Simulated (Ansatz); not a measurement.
# GeH₆S (built from SMILES S.[GeH4]): a barrier at many levels of theory

Aim: the barrier and energy of one elementary step (Ge1–S7 formed, H2–H6 formed, Ge1–H2 broken, H6–S7 broken) from LDA up to coupled cluster, on fixed structures, to see where each rung fails.

Program: Ansatz 0.2.0, Gaussian basis. Level of theory: single points in def2-TZVPP on PBE0-D4/def2-TZVP structures. These are calculated values, not measurements.

Levels: SPW92, PBE-D4, BLYP-D4, r2SCAN-D4, B97M-V, PBE0-D4, B3LYP-D4, r2SCAN0-D4, BHLYP-D4, CAM-B3LYP-D4, wB97X-V, wB97M-V, B2PLYP, PBE-QIDH, RPA on PBE, Hartree-Fock, MP2, CCSD, CCSD(T). The reference is CCSD(T) at the basis limit, from triple and quadruple zeta. Zero-point energies come from PBE0-D4 vibrations.

Correlated methods freeze the cores. Filled d shells of the heavier atoms are correlated. B3LYP uses VWN-RPA correlation. B2PLYP carries no dispersion term here.

81 further runs of the same task are left out: 1 that didn't finish, 80 set aside as unsound or not needed.

### 1 Start, saddle and end, as given

Charge 0, multiplicity 1. The folders r, ts and p hold the start, the saddle and the end; their coordinates stand in the first inputs.

| pair | r (Å) | ts (Å) | p (Å) |
| --- | --- | --- | --- |
| Ge1–S7 | 3.870 | 2.646 | 2.225 |
| H2–H6 | 3.242 | 0.980 | 0.748 |
| Ge1–H2 | 1.535 | 1.834 | 3.947 |
| H6–S7 | 1.342 | 1.692 | 3.147 |

### 2 SPW92/def2-TZVPP

r/in.yaml reads:

```yaml
crystal:
  periodic: [false, false, false]
  atoms:
    - {symbol: Ge, position_ang: [-0.966698, -0.872472, -0.598248]}
    - {symbol: H, position_ang: [0.426126, -0.764110, -1.234221]}
    - {symbol: H, position_ang: [-1.863160, -1.728082, -1.508880]}
    - {symbol: H, position_ang: [-1.580886, 0.526310, -0.461485]}
    - {symbol: H, position_ang: [-0.860474, -1.536884, 0.778534]}
    - {symbol: H, position_ang: [2.353276, 0.774400, 0.870362]}
    - {symbol: S, position_ang: [1.355072, 1.347392, 1.559488]}
    - {symbol: H, position_ang: [1.136844, 2.253547, 0.594549]}
basis:
  gaussian: {orbitals: def2-TZVPP}
hamiltonian: {xc: lda}
```

ts/in.yaml reads:

```yaml
crystal:
  periodic: [false, false, false]
  atoms:
    - {symbol: Ge, position_ang: [-0.710170, -0.449758, -0.143040]}
    - {symbol: H, position_ang: [1.012653, -0.712616, -0.715612]}
    - {symbol: H, position_ang: [-1.042268, -0.994688, -1.558239]}
    - {symbol: H, position_ang: [-1.736412, 0.679285, 0.085526]}
    - {symbol: H, position_ang: [-0.721462, -1.546396, 0.919218]}
    - {symbol: H, position_ang: [1.266628, -0.068655, -0.021420]}
    - {symbol: S, position_ang: [0.988833, 1.074977, 1.194682]}
    - {symbol: H, position_ang: [0.942297, 2.017952, 0.238984]}
basis:
  gaussian: {orbitals: def2-TZVPP}
hamiltonian: {xc: lda}
```

p/in.yaml reads:

```yaml
crystal:
  periodic: [false, false, false]
  atoms:
    - {symbol: Ge, position_ang: [-1.101396, -0.039051, 0.243378]}
    - {symbol: H, position_ang: [2.314848, -1.447007, -1.144822]}
    - {symbol: H, position_ang: [-0.822420, -0.336654, -1.237307]}
    - {symbol: H, position_ang: [-2.427881, 0.723121, 0.384615]}
    - {symbol: H, position_ang: [-1.132084, -1.334620, 1.061249]}
    - {symbol: H, position_ang: [2.165740, -0.878602, -0.682293]}
    - {symbol: S, position_ang: [0.565923, 1.146316, 1.119600]}
    - {symbol: H, position_ang: [0.437372, 2.166597, 0.255679]}
basis:
  gaussian: {orbitals: def2-TZVPP}
hamiltonian: {xc: lda}
```

Each run has its own folder and the same command.

Run with:

```console
$ ansatz run in.yaml --threads 2 --pin off --events-out ev --progress --plain --max-ram 4352MiB
```

After this run come: PBE-D4/def2-TZVPP; BLYP-D4/def2-TZVPP; r2SCAN-D4/def2-TZVPP; B97M-V/def2-TZVPP; PBE0-D4/def2-TZVPP; B3LYP-D4/def2-TZVPP; r2SCAN0-D4/def2-TZVPP; BHLYP-D4/def2-TZVPP; CAM-B3LYP-D4/def2-TZVPP; wB97X-V/def2-TZVPP; wB97M-V/def2-TZVPP; B2PLYP/def2-TZVPP; PBE-QIDH/def2-TZVPP; RPA on PBE/def2-TZVPP; CCSD(T)/def2-TZVPP; MP2/def2-QZVPP; Vibrations of the start structure; Vibrations of the end structure.

Q: Predict the outcome of this session. Wanted: barrier, CCSD(T)/CBS; reverse barrier, CCSD(T)/CBS; step energy, CCSD(T)/CBS; barrier with zero-point energy; step energy with zero-point energy; imaginary mode at the saddle; largest T1 diagnostic.

**Answer**, as computed:

```
                          quantity       value
              barrier, CCSD(T)/CBS    2.483 eV
      reverse barrier, CCSD(T)/CBS    2.691 eV
          step energy, CCSD(T)/CBS   -0.208 eV
    barrier with zero-point energy    2.443 eV
step energy with zero-point energy   -0.258 eV
      imaginary mode at the saddle  1445i cm⁻¹
             largest T1 diagnostic       0.014
```

**Reading.** CAM-B3LYP-D4 is the best functional here (+0.016 eV from CCSD(T)/CBS); SPW92 is the worst (-0.745 eV). By rung, the mean size of the error is: LDA 0.745, GGA 0.449, meta-GGA 0.266, hybrid 0.188, range-separated hybrid 0.029, double hybrid 0.070 eV. PBE-D4 gives a barrier 0.537 eV too low, outside chemical accuracy (1 kcal/mol, 0.043 eV). Every functional without exact exchange puts the barrier too low, the usual mark of self-interaction error, which favours the spread-out density of a saddle. The barrier rises with the share of exact exchange, from BLYP-D4 through B3LYP-D4 to BHLYP-D4 (-0.360, -0.172, +0.099 eV). Hartree-Fock, with no correlation, is off by +0.683 eV. Zero-point motion lowers the barrier by 0.040 eV.
